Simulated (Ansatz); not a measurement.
**Molecular dynamics of LiCu₂F₆**

Input:

```yaml
accuracy: low
crystal:
  lattice:
    - [2.515677, -4.513553, 0.0]
    - [2.515677, 4.513553, 0.0]
    - [-0.121875, 0.0, 8.919928]
  atoms:
    - { symbol: Li, position: [0.993816, 0.006184, 0.75] }
    - { symbol: Li, position: [0.006184, 0.993816, 0.25] }
    - { symbol: Cu, position: [0.66557, 0.334037, 0.500406] }
    - { symbol: Cu, position: [0.665963, 0.33443, 0.999594] }
    - { symbol: Cu, position: [0.334037, 0.66557, 0.000406] }
    - { symbol: Cu, position: [0.33443, 0.665963, 0.499594] }
    - { symbol: F, position: [0.994222, 0.649534, 0.383666] }
    - { symbol: F, position: [0.993112, 0.643645, 0.880873] }
    - { symbol: F, position: [0.658816, 0.656729, 0.116709] }
    - { symbol: F, position: [0.343271, 0.341184, 0.383291] }
    - { symbol: F, position: [0.643645, 0.993112, 0.380873] }
    - { symbol: F, position: [0.649534, 0.994222, 0.883666] }
    - { symbol: F, position: [0.350466, 0.005778, 0.116334] }
    - { symbol: F, position: [0.356355, 0.006888, 0.619127] }
    - { symbol: F, position: [0.656729, 0.658816, 0.616709] }
    - { symbol: F, position: [0.341184, 0.343271, 0.883291] }
    - { symbol: F, position: [0.006888, 0.356355, 0.119127] }
    - { symbol: F, position: [0.005778, 0.350466, 0.616334] }
basis:
  ecutwfc: 420.0
kpoints:
  mp_grid: { grid: [2, 2, 1] }
hamiltonian:
  xc: lda
scf:
  occupations: { method: fermi_dirac, width: 0.05 }
  lower_state_search: "off"
md:
  timestep: 1
  n_steps: 150
  ensemble: nve
  temperature: 1400.0
  initial_velocities: maxwell_boltzmann
  seed: 484708
```

Run as:

```bash
$ ansatz run input.yaml --threads 1 --pin off --max-ram 3072MiB --backend cpu --events-out ev --progress --plain --runs-dir out
```

It starts from an unrelaxed structure (largest force component 0.55 eV/Å).

Output, in part (step lines):

```
md step     0: t =     0.00 fs  T =  1400.0 K  F+E_penalty+E_count = -36147.62239969 eV  E_kin = 3.076388 eV  conserved = -36144.54601172 eV  (21 SCF iters)
md step     1: t =     1.00 fs  T =  1399.3 K  F+E_penalty+E_count = -36147.62089594 eV  E_kin = 3.074920 eV  conserved = -36144.54597607 eV  (28 SCF iters)
md step     2: t =     2.00 fs  T =  1393.8 K  F+E_penalty+E_count = -36147.60865742 eV  E_kin = 3.062705 eV  conserved = -36144.54595208 eV  (27 SCF iters)
md step     3: t =     3.00 fs  T =  1383.5 K  F+E_penalty+E_count = -36147.58599194 eV  E_kin = 3.040055 eV  conserved = -36144.54593705 eV  (26 SCF iters)
md step     4: t =     4.00 fs  T =  1368.5 K  F+E_penalty+E_count = -36147.55311716 eV  E_kin = 3.007189 eV  conserved = -36144.54592844 eV  (26 SCF iters)
md step     5: t =     5.00 fs  T =  1349.0 K  F+E_penalty+E_count = -36147.51019430 eV  E_kin = 2.964270 eV  conserved = -36144.54592430 eV  (8 SCF iters)
md step     6: t =     6.00 fs  T =  1324.9 K  F+E_penalty+E_count = -36147.45736885 eV  E_kin = 2.911447 eV  conserved = -36144.54592141 eV  (10 SCF iters)
md step     7: t =     7.00 fs  T =  1296.5 K  F+E_penalty+E_count = -36147.39481535 eV  E_kin = 2.848900 eV  conserved = -36144.54591585 eV  (9 SCF iters)
[... lines left out ...]
md step   150: t =   150.00 fs  T =   785.7 K  F+E_penalty+E_count = -36146.27193936 eV  E_kin = 1.726560 eV  conserved = -36144.54537935 eV  (24 SCF iters)
```

The steps, from the saved trajectory:

```json
{"time (fs)": "0.0", "T (K)": "1400", "potential energy less start (eV)": "0.000", "conserved less start (meV/atom)": "0.00"}
{"time (fs)": "5.0", "T (K)": "1349", "potential energy less start (eV)": "0.112", "conserved less start (meV/atom)": "0.00"}
{"time (fs)": "10.0", "T (K)": "1186", "potential energy less start (eV)": "0.470", "conserved less start (meV/atom)": "0.01"}
{"time (fs)": "15.0", "T (K)": "939", "potential energy less start (eV)": "1.013", "conserved less start (meV/atom)": "0.03"}
{"time (fs)": "20.0", "T (K)": "694", "potential energy less start (eV)": "1.553", "conserved less start (meV/atom)": "0.07"}
{"time (fs)": "25.0", "T (K)": "560", "potential energy less start (eV)": "1.848", "conserved less start (meV/atom)": "0.08"}
{"time (fs)": "30.0", "T (K)": "570", "potential energy less start (eV)": "1.824", "conserved less start (meV/atom)": "0.05"}
{"time (fs)": "35.0", "T (K)": "661", "potential energy less start (eV)": "1.623", "conserved less start (meV/atom)": "0.03"}
{"time (fs)": "40.0", "T (K)": "753", "potential energy less start (eV)": "1.421", "conserved less start (meV/atom)": "0.01"}
{"time (fs)": "45.0", "T (K)": "792", "potential energy less start (eV)": "1.336", "conserved less start (meV/atom)": "0.00"}
{"time (fs)": "50.0", "T (K)": "757", "potential energy less start (eV)": "1.413", "conserved less start (meV/atom)": "0.02"}
{"time (fs)": "55.0", "T (K)": "689", "potential energy less start (eV)": "1.564", "conserved less start (meV/atom)": "0.04"}
{"time (fs)": "60.0", "T (K)": "644", "potential energy less start (eV)": "1.661", "conserved less start (meV/atom)": "0.04"}
{"time (fs)": "65.0", "T (K)": "630", "potential energy less start (eV)": "1.692", "conserved less start (meV/atom)": "0.03"}
{"time (fs)": "70.0", "T (K)": "614", "potential energy less start (eV)": "1.729", "conserved less start (meV/atom)": "0.03"}
{"time (fs)": "75.0", "T (K)": "584", "potential energy less start (eV)": "1.795", "conserved less start (meV/atom)": "0.04"}
{"time (fs)": "80.0", "T (K)": "563", "potential energy less start (eV)": "1.841", "conserved less start (meV/atom)": "0.05"}
{"time (fs)": "85.0", "T (K)": "578", "potential energy less start (eV)": "1.808", "conserved less start (meV/atom)": "0.05"}
{"time (fs)": "90.0", "T (K)": "627", "potential energy less start (eV)": "1.700", "conserved less start (meV/atom)": "0.04"}
{"time (fs)": "95.0", "T (K)": "691", "potential energy less start (eV)": "1.559", "conserved less start (meV/atom)": "0.04"}
{"time (fs)": "100.0", "T (K)": "757", "potential energy less start (eV)": "1.413", "conserved less start (meV/atom)": "0.03"}
{"time (fs)": "105.0", "T (K)": "814", "potential energy less start (eV)": "1.288", "conserved less start (meV/atom)": "0.02"}
{"time (fs)": "110.0", "T (K)": "839", "potential energy less start (eV)": "1.234", "conserved less start (meV/atom)": "0.02"}
{"time (fs)": "115.0", "T (K)": "820", "potential energy less start (eV)": "1.275", "conserved less start (meV/atom)": "0.02"}
{"time (fs)": "120.0", "T (K)": "783", "potential energy less start (eV)": "1.357", "conserved less start (meV/atom)": "0.04"}
{"time (fs)": "125.0", "T (K)": "767", "potential energy less start (eV)": "1.392", "conserved less start (meV/atom)": "0.03"}
{"time (fs)": "130.0", "T (K)": "773", "potential energy less start (eV)": "1.378", "conserved less start (meV/atom)": "0.02"}
{"time (fs)": "135.0", "T (K)": "769", "potential energy less start (eV)": "1.386", "conserved less start (meV/atom)": "0.02"}
{"time (fs)": "140.0", "T (K)": "747", "potential energy less start (eV)": "1.435", "conserved less start (meV/atom)": "0.03"}
{"time (fs)": "145.0", "T (K)": "743", "potential energy less start (eV)": "1.444", "conserved less start (meV/atom)": "0.05"}
{"time (fs)": "150.0", "T (K)": "786", "potential energy less start (eV)": "1.350", "conserved less start (meV/atom)": "0.04"}
```

All steps were run. The conserved energy stayed within 0.078 meV per atom of its start (net change 0.035 meV per atom), so the integration is sound. The temperature averaged 0.52 of the 1400 K drawn at the start: a run that starts near a minimum puts about half its kinetic energy into the potential. A run of 0.15 ps of so small a system gives no equilibrium averages. Limits of this set-up: coarse k mesh, low accuracy level.

Mean squared displacements from the first frame to the last, about the centre of mass: Li 0.41 Å², Cu 0.10 Å², F 0.12 Å².

Last frame:

```xyz
18
Lattice="2.5157 -4.5136 0.0000 2.5157 4.5136 0.0000 -0.1219 0.0000 8.9199" Properties=species:S:1:pos:R:3
Li 1.957 -5.014 6.700
Li 2.597 4.123 1.820
Cu 2.433 -1.238 4.298
Cu 2.452 -1.701 9.141
Cu 2.704 1.382 0.212
Cu 2.306 1.679 4.225
F 3.967 -1.662 2.969
F 3.961 -1.669 8.131
F 3.233 -0.219 1.356
F 1.548 0.141 3.478
F 4.104 1.735 3.392
F 3.976 1.659 8.072
F 0.841 -1.733 1.071
F 0.563 -1.491 5.458
F 3.437 0.080 5.131
F 1.902 -0.183 8.007
F 1.149 1.258 1.097
F 0.653 1.998 5.384
```

The run took 9.7 min on 1 thread of Arm Neoverse V1, on a shared host, peak memory 0.49 GiB.
